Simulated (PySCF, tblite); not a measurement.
# C₂H₈NO₂Si₃ radical: geometry, infrared bands and EPR parameters

Wanted: the infrared bands and EPR parameters of C₂H₈NO₂Si₃ radical (`C[Si@](C#N)(O[SiH2])O[SiH3]`), by calculation.

Programs: tblite 0.8.0 and PySCF 2.14.0, with density-fitted response routines of our own. Each step states its level of theory. These are calculated values for one molecule in the gas phase, unless marked as measured. Atoms count from 0, in the outputs and in this text.

### Step 1. Starting geometry

16 atoms, charge 0, multiplicity 2; geometry from: force field or distance geometry start.

Bonds of the start (Å): C0–Si1 1.89, Si1–C2 1.90, C2–N3 1.18, Si1–O4 1.68, O4–Si5 1.66, Si1–O6 1.67, O6–Si7 1.65, C0–H8 1.09, C0–H9 1.10, C0–H10 1.10, Si5–H11 1.48, Si5–H12 1.48, Si7–H13 1.48, Si7–H14 1.49, Si7–H15 1.48.

### Step 2. Geometry optimisation with GFN2-xTB

The job: settings as JSON, then the geometry in Å.

```
{"job": {"kind": "relax", "xc": "GFN2-xTB", "basis": "xTB"}, "charge": 0, "multiplicity": 2}
C      0.057100    -1.520900    -0.931800
Si     0.229900     0.071500     0.065600
C      0.181500     1.530300    -1.150800
N      0.116300     2.422800    -1.917800
O      1.673400     0.030000     0.932500
Si     3.297200     0.081800     0.612100
O     -0.993000     0.162600     1.199700
Si    -2.596600     0.551300     1.237100
H      0.861600    -1.610900    -1.661700
H      0.075100    -2.393100    -0.269300
H     -0.907700    -1.525200    -1.469400
H      3.639400    -1.083700    -0.237100
H      3.591900     1.315400    -0.141900
H     -3.157900     0.231800     2.566000
H     -2.769900     1.997500     0.943600
H     -3.305700    -0.252200     0.211900
```

Command:

```console
> OMP_NUM_THREADS=1 python probes_run.py task.json out
```

One launch serves the whole session: the jobs run in the order shown.

**Question.** This job is followed by: GFN2-xTB harmonic vibrations, gas phase; UKS B3LYP, pcH-1 on C H N O Si, non-relativistic, mean-field spin-orbit, GIAO. Predict these results of the whole session: strongest single infrared mode (GFN2-xTB); zero-point energy (GFN2-xTB); g(iso) (B3LYP); ⟨S²⟩; largest a(iso) (averaged by class); potential on the surface of density 0.002 e/bohr³, 1st and 99th percentile.

The runs gave:

```
                                                                  quantity                    value
                                 strongest single infrared mode (GFN2-xTB)    1088 cm⁻¹, 598 km/mol
                                              zero-point energy (GFN2-xTB)            58.7 kcal/mol
                                                            g(iso) (B3LYP)                  2.00249
                                                                      ⟨S²⟩       0.751 (exact 0.75)
                                        largest a(iso) (averaged by class)  29Si on Si5, -584.5 MHz
potential on the surface of density 0.002 e/bohr³, 1st and 99th percentile       -1.70 V and 1.56 V
```

In words: The optimisation took 193 steps and gained 0.427 eV; among the close pairs (by a distance rule), Si1–O4 changed most, from 1.684 to 1.616 Å. The lowest mode is imaginary (38i cm⁻¹), so the xTB geometry is not a minimum: the zero-point energy counts the real modes alone, and all values at this geometry belong to a saddle point. The strongest single mode, at 1088 cm⁻¹, moves mainly O6. GFN2-xTB is a fitted tight-binding method: band positions and strengths are rough. Its intensities can rank the bands wrongly. Most of the unpaired spin sits on Si5 (0.89 e). The isotropic g lies 0.2 ppt above the free-electron value. These values are for one conformer; the search (at its own cheap level) found 2 more, at 0.07, 0.99 kcal/mol, and measured spectra average over such forms.
